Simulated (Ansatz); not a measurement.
## AlBrGeH4Si, SMILES Br[SiH]1[AlH][GeH2]1: a geometry optimisation

Program: Ansatz 0.2.0, Python API.

`albrgeh4si_opt.py`
```python
# -*- coding: utf-8 -*-
'''Relax the AlBrGeH4Si molecule.'''

import ansatz as az
import numpy as np

GEOMETRY = '''
Br   -2.35830    1.45950   -0.78330
Si   -0.25990    0.82550   -0.85530
Al    0.66930    0.60510    1.27720
Ge    0.07540   -1.30650   -0.12800
H     0.60720    1.24290   -1.98680
H     1.32220    1.22900    2.62910
H     1.25020   -2.10560   -0.65320
H    -1.21390   -2.00700    0.44440
'''


def main():
    mol = az.Crystal.molecule()
    for line in GEOMETRY.strip().splitlines():
        symbol, *xyz = line.split()
        mol = mol.atom(symbol, [float(v) for v in xyz])

    base = (
        mol.calculation()
        .basis(gaussian='def2-SVP')
        .functional('b3lyp')
    )
    symbols = [site.symbol for site in mol.cartesian_sites]
    start = np.array([site.position_ang for site in mol.cartesian_sites], dtype=float)
    def progress(event):
        if event['event'] == 'relax_step':
            row = event['data']
            print(f'step {row["step"]:3d}  E = {row["lagrangian_ev"]:.6f} eV  max force {row["allowed_force_max_ev_ang"]:.4f} eV/A')


    summary = base.relax(force_tolerance=0.02).session().plan().execute(on_event=progress).report
    end = np.array(summary['positions_ang'])

    for key in ('converged', 'free_energy_ev', 'reference_energy_ev', 'n_frozen', 'n_occupied', 'n_virtual'):
        print(f'{key:22s} {summary[key]}')

    print('bond        before    after (A)')
    for i, j in [(0, 1), (1, 2), (1, 3), (1, 4), (2, 3), (2, 5), (3, 6), (3, 7)]:
        d0, d1 = (np.linalg.norm(xyz[i] - xyz[j]) for xyz in (start, end))
        print(f'{symbols[i]}{i}-{symbols[j]}{j}'.ljust(10), f'{d0:8.4f} {d1:8.4f}')


if __name__ == '__main__':
    main()
```

```console
$ python albrgeh4si_opt.py
step   1  E = -141086.555514 eV  max force 1.4131 eV/A
step   2  E = -141087.015107 eV  max force 0.7886 eV/A
step   3  E = -141087.045041 eV  max force 0.1151 eV/A
step   4  E = -141087.048005 eV  max force 0.0319 eV/A
step   5  E = -141087.050064 eV  max force 0.0530 eV/A
step   6  E = -141087.055425 eV  max force 0.1367 eV/A
step   7  E = -141087.058382 eV  max force 0.1506 eV/A
step   8  E = -141087.061783 eV  max force 0.1220 eV/A
step   9  E = -141087.064751 eV  max force 0.1252 eV/A
step  10  E = -141087.067438 eV  max force 0.1620 eV/A
step  11  E = -141087.072396 eV  max force 0.1164 eV/A
step  12  E = -141087.079234 eV  max force 0.1639 eV/A
step  13  E = -141087.082779 eV  max force 0.0877 eV/A
step  14  E = -141087.086112 eV  max force 0.0583 eV/A
step  15  E = -141087.088969 eV  max force 0.0449 eV/A
step  16  E = -141087.090481 eV  max force 0.0928 eV/A
step  17  E = -141087.091135 eV  max force 0.0500 eV/A
step  18  E = -141087.091510 eV  max force 0.0262 eV/A
step  19  E = -141087.091574 eV  max force 0.0183 eV/A
converged              True
free_energy_ev         -141087.09187539303
reference_energy_ev    -141087.09187539303
n_frozen               0
n_occupied             [49, 49]
n_virtual              [71, 71]
bond        before    after (A)
Br0-Si1      2.1933   2.2650
Si1-Al2      2.3366   2.4055
Si1-Ge3      2.2775   2.4345
Si1-H4       1.4854   1.5011
Al2-Ge3      2.4457   2.5153
Al2-H5       1.6258   1.5887
Ge3-H6       1.5148   1.5461
Ge3-H7       1.5750   1.5534
```

Notes:
- Total energies depend on the basis set; only differences at equal settings carry meaning.
- The end point is the stationary point reached from this start; no frequency run checks that it is a minimum, and the basis set is modest.
- b3lyp holds the VWN-RPA fit, as in Gaussian; the form of ORCA and Turbomole is b3lyp5.
- Timing: 2.7 min on 1 thread of Arm Neoverse V2, on a shared host, peak memory 0.4 GiB.

(A comment or docstring line of the script was reworded after the run, the code is as it ran; lines on the test bed's own set-up are left out of the output.)
